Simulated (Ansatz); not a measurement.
# RbPd: the cost of one run

Method: DFT PBE, scalar-relativistic, plane waves, PAW, in Ansatz 0.2.0.

## 1. The system as given

Symmetry: F-43m, No. 216, cubic system. The conventional cell has a = 6.473 Å, b = 6.473 Å, c = 6.473 Å, α = 90.00°, β = 90.00°, γ = 90.00°. Rb (site symmetry -43m) is surrounded by 4 Pd at 2.80 Å. Pd (site symmetry -43m) has 4 Rb at 2.80 Å as nearest neighbours.

Structure file:

```cif
data_structure
_symmetry_space_group_name_H-M 'F-43m'
_symmetry_Int_Tables_number 216
_cell_length_a 6.4730
_cell_length_b 6.4730
_cell_length_c 6.4730
_cell_angle_alpha 90.000
_cell_angle_beta 90.000
_cell_angle_gamma 90.000
_cell_volume 271.21
loop_
_atom_site_label
_atom_site_type_symbol
_atom_site_symmetry_multiplicity
_atom_site_Wyckoff_symbol
_atom_site_fract_x
_atom_site_fract_y
_atom_site_fract_z
_atom_site_occupancy
Rb1 Rb 4 a 0.00000 0.00000 0.00000 1
Pd1 Pd 4 c 0.25000 0.25000 0.25000 1
```

A structure generator made this guess: species swapped into a database cell of GaSb (F-43m, No. 216), with Rb on the Ga sites and Pd on the Sb sites. The dimensions are guesses.

## 2. A first look at the guess

input.yaml

```yaml
crystal:
  lattice:
    - [0.0, 3.23648287, 3.23648287]
    - [3.23648287, 0.0, 3.23648287]
    - [3.23648287, 3.23648287, 0.0]
  atoms:
    - { symbol: Rb, position: [0.0, 0.0, 0.0] }
    - { symbol: Pd, position: [0.75, 0.75, 0.75] }
basis:
  ecutwfc: 420
kpoints:
  mp_grid: { grid: [6, 6, 6] }
hamiltonian:
  xc: pbe
scf:
  occupations: { method: gaussian, width: 0.1 }
  lower_state_search: "off"
output:
  forces: true
  stress: true
  eigenvalues: true
```

Run with:

```
$ ansatz run input.yaml --threads 1 --pin off --max-ram 2048MiB --backend cpu --events-out ev --progress --plain --runs-dir out
```

What time and memory should one allow on 1 thread of Arm Neoverse V1, shared host?

About 2.5 s, with a peak of 0.3 GiB.
